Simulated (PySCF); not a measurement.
# C3H11NSi2: the cost of one run

Programs: PySCF 2.14.0, with density-fitted response routines of our own. Each step states its level of theory. These are calculated values for one molecule, in the gas phase or a continuum, unless marked as measured. Atoms are numbered from 0 throughout.

### 1 Starting geometry

17 atoms, charge 0, multiplicity 1; geometry from: GFN2-xTB. The atoms were then displaced at random by about 0.01 Å, so the start is not that level's minimum.

Bonds of the start (Å): C0–Si1 1.91, Si1–C2 1.91, C2–C3 1.48, C3–Si4 1.89, Si4–N5 1.73, N5–Si1 1.74, C0–H6 1.06, C0–H7 1.09, C0–H8 1.09, Si1–H9 1.48, C2–H10 1.08, C2–H11 1.09, C3–H12 1.13, C3–H13 1.12, Si4–H14 1.47, Si4–H15 1.47, N5–H16 1.01.

### 2 Relaxing the molecule at PBE0-D3(BJ)/def2-SVP

The job: settings as JSON, then the geometry in Å.

```
{"job": {"xc": "PBE0", "basis": "def2-SVP", "d3": "d3bj", "grid": 1, "shake": 0.01, "kind": "geom"}, "charge": 0, "multiplicity": 1}
C      2.573460     0.240720     0.137480
Si     0.807260    -0.335030     0.587250
C     -0.217330    -1.044490    -0.864590
C     -1.641550    -0.724490    -0.606640
Si    -1.816800     0.989820     0.174700
N     -0.255580     1.003370     0.929670
H      3.195380    -0.569960    -0.149270
H      3.037460     0.764970     0.973200
H      2.535620     0.974460    -0.674420
H      0.878820    -1.258870     1.745710
H      0.105220    -0.569180    -1.778900
H     -0.048760    -2.113540    -0.987420
H     -2.282220    -0.815760    -1.531550
H     -2.093160    -1.459950     0.102590
H     -2.883920     1.078450     1.188710
H     -1.934570     2.100000    -0.785770
H      0.024170     1.751300     1.549430
```

The run is started by

```console
$ OMP_NUM_THREADS=1 python probes_run.py task.json out
```

The driver reads the jobs from task.json and runs them one after another.

Q: Estimate the wall time and peak memory of this first job on 1 thread of AMD EPYC, shared host.

About 2.4 min, with a peak of 0.61 GiB.
